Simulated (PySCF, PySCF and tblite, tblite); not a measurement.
# Br3Si(SH) (Br3HSSi): conformers and averaged spectra

Aim: find the conformers of Br3Si(SH) (Br3HSSi) (`S[Si](Br)(Br)Br`), weigh them, and average their properties.

Programs: PySCF 2.14.0 with density-fitted response routines of our own, and tblite 0.8.0. All values are computed, except where a source is named. Atoms count from 0 throughout.

### 1 The molecule as given

6 atoms, charge 0, multiplicity 1; geometry from: MMFF94s geometry.

Bonds of the start (Å): S0–H5 1.35, S0–Si1 2.13, Si1–Br2 2.22, Si1–Br3 2.21, Si1–Br4 2.20.

### 2 GFN2-xTB relaxation, conformer 1

The job: settings as JSON, then the geometry in Å.

```
{"job": {"xc": "GFN2-xTB", "basis": "xTB", "kind": "relax"}, "charge": 0, "multiplicity": 1}
S     -1.278800    -0.911300    -0.826700
Si     0.431700     0.032700     0.012200
Br     0.402300    -0.252100     2.215000
Br     0.378200     2.192000    -0.456200
Br     2.262400    -0.879400    -0.809200
H     -2.192700    -0.179900    -0.156600
```

Command:

```bash
> OMP_NUM_THREADS=1 python ens_run.py task.json out
```

One launch serves the whole session.

Log:

```text
step      E/eV     max force
  0    -486.21540    0.543
  1    -486.22174    0.312
  2    -486.22591    0.182
  3    -486.22726    0.166
  4    -486.23049    0.118
  5    -486.23148    0.119
  6    -486.23273    0.092
  7    -486.23359    0.092
  8    -486.23424    0.096
  9    -486.23462    0.063
 10    -486.23494    0.065
 11    -486.23534    0.078
 12    -486.23590    0.099
 13    -486.23647    0.092
 14    -486.23680    0.049
 15    -486.23691    0.026
 16    -486.23691    0.026
 17    -486.23694    0.025
 18    -486.23705    0.034
 19    -486.23710    0.032
 20    -486.23717    0.021
 21    -486.23719    0.012
 22    -486.23720    0.007
 23    -486.23720    0.007
 24    -486.23720    0.007
 25    -486.23721    0.007
 26    -486.23721    0.007
 27    -486.23722    0.007
 28    -486.23722    0.007
 29    -486.23722    0.006
 30    -486.23722    0.004
```

Wall time 0.5 s (1 thread of Intel Xeon Platinum 8488C, shared host).

The energy fell by 0.022 eV, and the atoms moved 0.05 Å (root mean square).

### 3 Shieldings, conformer 1: CAM-B3LYP/pcSseg-1 in chloroform

The job: settings as JSON, then the geometry in Å.

```
{"job": {"xc": "CAM-B3LYP", "basis": "pcSseg-1", "solvent": "chloroform", "kind": "nmr", "pop": true}, "charge": 0, "multiplicity": 1}
S     -1.293880    -0.936530    -0.849987
Si     0.406364     0.034393     0.025214
Br     0.444285    -0.197529     2.233016
Br     0.427899     2.211765    -0.407576
Br     2.223637    -0.885393    -0.824835
H     -2.205182    -0.224716    -0.197407
```

Log:

```text
coarse grid: 37200 points
cycle   1  E = -8410.3922657282  dE = -3.016e+00  |g| = 1.269e+00  |ddm| = 2.887e+00
cycle   2  E = -8410.4086181872  dE = -1.635e-02  |g| = 7.058e-01  |ddm| = 1.184e+00
cycle   3  E = -8410.4779536596  dE = -6.934e-02  |g| = 1.841e-01  |ddm| = 7.879e-01
cycle   4  E = -8410.4871801473  dE = -9.226e-03  |g| = 4.636e-02  |ddm| = 2.337e-01
cycle   5  E = -8410.4874984655  dE = -3.183e-04  |g| = 5.053e-03  |ddm| = 4.226e-02
cycle   6  E = -8410.4875043914  dE = -5.926e-06  |g| = 1.386e-03  |ddm| = 8.355e-03
final grid: 68272 points
cycle   7  E = -8410.4874271295  dE = -4.103e-07  |g| = 1.193e-03  |ddm| = 3.167e-03
cycle   8  E = -8410.4874272024  dE = -7.284e-08  |g| = 1.122e-03  |ddm| = 2.096e-03
cycle   9  E = -8410.4874273309  dE = -1.286e-07  |g| = 6.180e-05  |ddm| = 8.824e-04
cycle  10  E = -8410.4874273321  dE = -1.204e-09  |g| = 2.282e-05  |ddm| = 9.735e-05
cycle  11  E = -8410.4874273324  dE = -2.256e-10  |g| = 1.191e-05  |ddm| = 5.937e-05
converged SCF energy = -8410.4874273324

GIAO shielding tensors (ppm)
atom      isotropic    diamagn.    paramagn.     s11        s22        s33       span
  0 S      546.536    1056.443    -509.907    368.146    526.437    745.024    376.878
  1 Si     267.326     873.024    -605.697    238.559    281.421    281.999     43.441
  2 Br    2099.460    3124.764   -1025.305   1745.279   1839.462   2713.637    968.358
  3 Br    2099.800    3124.758   -1024.958   1745.799   1840.027   2713.574    967.774
  4 Br    2221.757    3123.901    -902.144   1878.275   2024.839   2762.156    883.880
  5 H       28.969      29.038      -0.068     21.810     26.207     38.891     17.082
```

It took 68 s on 1 thread of Intel Xeon Platinum 8488C, shared host; peak memory 1.1 GiB.

This run: HOMO -9.28 eV, LUMO -0.28 eV; dipole 1.40 D.

Orbitals, density, ELF and potential are computed afterwards from the orbital file.

Frontier orbitals at CAM-B3LYP/pcSseg-1, with the share of their density that lies nearest to each atom:

| orbital | energy (eV) | lies on |
| --- | --- | --- |
| HOMO | -9.28 | S0 65 %; Br2, Br3 about 12 % each; H5 7 % |
| LUMO | -0.28 | Si1 32 %; Br2, Br3 about 18 % each; Br4 15 % |

ELF in a plane through or near 4 of the atoms.

Ten even steps from ' ' (0.00) to '@' (1.00):
```
                                                        
                                                        
                                                        
                                                        
                                                        
                                                        
                      ........                          
                    ..------::..    ..==%%%%--          
                  ..::....  ..::....++@@@@@@%%==        
        ::----::::--::--%%##..**++==%%@@@@@@@@++        
      ..==****++++**==--%%##::%%##**%%@@@@@@%%==        
    ..--**##%%######%%::....==@@##..::++%%##--..        
    ::==##%%**::::::**##++==**%%--====--**++..          
    ::==##%%::++**==--**==..::**++::::==##**::          
    ..::**##==::++::**##==    ==##%%@@@@%%**::          
      ..==**##**##%%%%##==    ::++##%%%%**==..          
        ..--**####%%##**--      ::======--..            
          ..::--++++++--..        ......                
              ........                                  
                                                        
```
The map spans 9.7 Å across and 8.3 Å up, centred on the molecule. Atoms in the plane (x, y in Å): S0 (1.5, -1.1), Si1 (-0.4, 0.0), Br4 (-2.0, -1.5), H5 (2.2, 0.0).

log10 of the density (e/Å³) in the same plane.

Values, 10 rows by 14 columns:
```
-4.0 -4.0 -4.0 -4.0 -4.0 -4.0 -4.0 -4.0 -4.0 -4.0 -4.0 -4.0 -4.0 -4.0
-4.0 -4.0 -4.0 -4.0 -3.2 -2.8 -2.6 -2.8 -3.4 -4.0 -4.0 -4.0 -4.0 -4.0
-4.0 -4.0 -4.0 -3.0 -2.2 -1.8 -1.6 -1.8 -2.4 -3.2 -3.8 -4.0 -4.0 -4.0
-4.0 -4.0 -3.6 -2.5 -1.7 -1.2 -0.9 -1.1 -1.7 -2.2 -2.4 -2.9 -3.8 -4.0
-4.0 -3.6 -2.5 -1.9 -1.3 -0.7 -0.1 -0.5 -1.0 -0.9 -0.7 -1.5 -2.9 -4.0
-4.0 -2.6 -1.6 -1.0 -0.6 -0.4  1.6  0.2 -0.2  0.0  0.1 -1.2 -2.5 -3.9
-3.4 -2.0 -0.9  0.1  0.7  0.0 -0.4 -0.4  0.2  2.1 -0.2 -1.4 -2.6 -3.8
-3.3 -2.0 -1.0  0.1  1.3  0.1 -0.9 -1.3 -0.5 -0.2 -0.7 -1.7 -2.8 -4.0
-3.7 -2.7 -1.7 -1.0 -0.7 -0.9 -1.6 -2.1 -1.7 -1.5 -1.8 -2.5 -3.5 -4.0
-4.0 -3.9 -2.9 -2.3 -2.1 -2.2 -2.7 -3.4 -3.1 -2.9 -3.2 -3.8 -4.0 -4.0
```
The map spans 9.7 Å across and 8.3 Å up, centred on the molecule. Atoms in the plane (x, y in Å): S0 (1.5, -1.1), Si1 (-0.4, 0.0), Br4 (-2.0, -1.5), H5 (2.2, 0.0).

On the surface of density 0.002 e/bohr³ the electrostatic potential runs, from the 1st to the 99th percentile, from -0.45 V near S0 to 1.97 V near H5.

### 4 Averages: properties at CAM-B3LYP/pcSseg-1 in chloroform

The job: settings as JSON, then the geometry in Å.

```
{"job": {"study": "conf", "smiles": "S[Si](Br)(Br)Br", "search": {"seed": 7613, "n_embed": 60, "ff_keep": 14, "window": 3.0, "nmax": 10, "temps": [150, 200, 250, 298.15, 400], "t_ref": 298.15, "order": 0.001}, "level": {"nmr": {"xc": "CAM-B3LYP", "basis": "pcSseg-1", "solvent": "chloroform"}}, "kind": "conf"}, "charge": 0, "multiplicity": 1}
S     -1.293880    -0.936530    -0.849987
Si     0.406364     0.034393     0.025214
Br     0.444285    -0.197529     2.233016
Br     0.427899     2.211765    -0.407576
Br     2.223637    -0.885393    -0.824835
H     -2.205182    -0.224716    -0.197407
```

Log:

```text
conformer  sym    E(xTB)   E(DFT)   G(298.15 K)  weight  dipole/D
    1     Cs      0.000    0.000    0.000   1.0000    1.397

mean shielding (ppm) by class
class atoms           150 K      200 K      250 K   298.15 K      400 K
  0 S  0            546.536    546.536    546.536    546.536    546.536
  1 Si 1            267.326    267.326    267.326    267.326    267.326
  2 Br 2,3,4       2140.339   2140.339   2140.339   2140.339   2140.339
  3 H  5             28.969     28.969     28.969     28.969     28.969
```

Run time: 70 s. Hardware: 1 thread of Intel Xeon Platinum 8488C, shared host. This counts the runs that the step sums up.

The search (ETKDG, MMFF94s, GFN2-xTB) embedded 60 structures, kept 1 distinct ones after the force field and 1 after xTB; 1 was carried on (window 3.0 kcal/mol at the search's own energies). Energies: CAM-B3LYP/pcSseg-1 in chloroform with D3(BJ).

The conformers at 298 K:

```
no.  group  mirror pair  ΔE xTB  ΔE DFT    ΔG  weight (%)  μ (D)     A, B, C (GHz)
  1     Cs           no    0.00    0.00  0.00       100.0   1.40  0.67, 0.66, 0.49
```

Energies in kcal/mol. ΔG holds xTB vibrations and rotation, symmetry numbers and mirror pairs.

Shifts against references run at the same level ($^{29}$Si TMS 340.7, $^{1}$H TMS 31.76 ppm of shielding), by class of atoms, at 298 K:

```
        atoms                        environment   average
           H5  hydrogen on a sulfur bonded to Si      2.79
           S0             sulfur bonded to Si, H   547 (σ)
          Si1          silicon bonded to 3 Br, S      73.4
Br2, Br3, Br4               bromine bonded to Si  2140 (σ)
```

### 5 What came out

```
                                                    quantity                                                 value
                                                  conformers  1; the first in weight is no. 1 (Cs), 100 % at 298 K
                                     root-mean-square dipole                                                1.40 D
  averaged $^{1}$H shifts (CAM-B3LYP/pcSseg-1 in chloroform)                                              2.79 ppm
averaged $^{29}$Si shifts (CAM-B3LYP/pcSseg-1 in chloroform)                                              73.4 ppm
```

**Reading.** The search found one conformer in the window, so the averages are its own values. Protons on O, N, S or Se exchange and bind to solvent, so their values hold for the lone molecule only. Spin-orbit coupling is left out, which matters at and beside the heavy atoms.
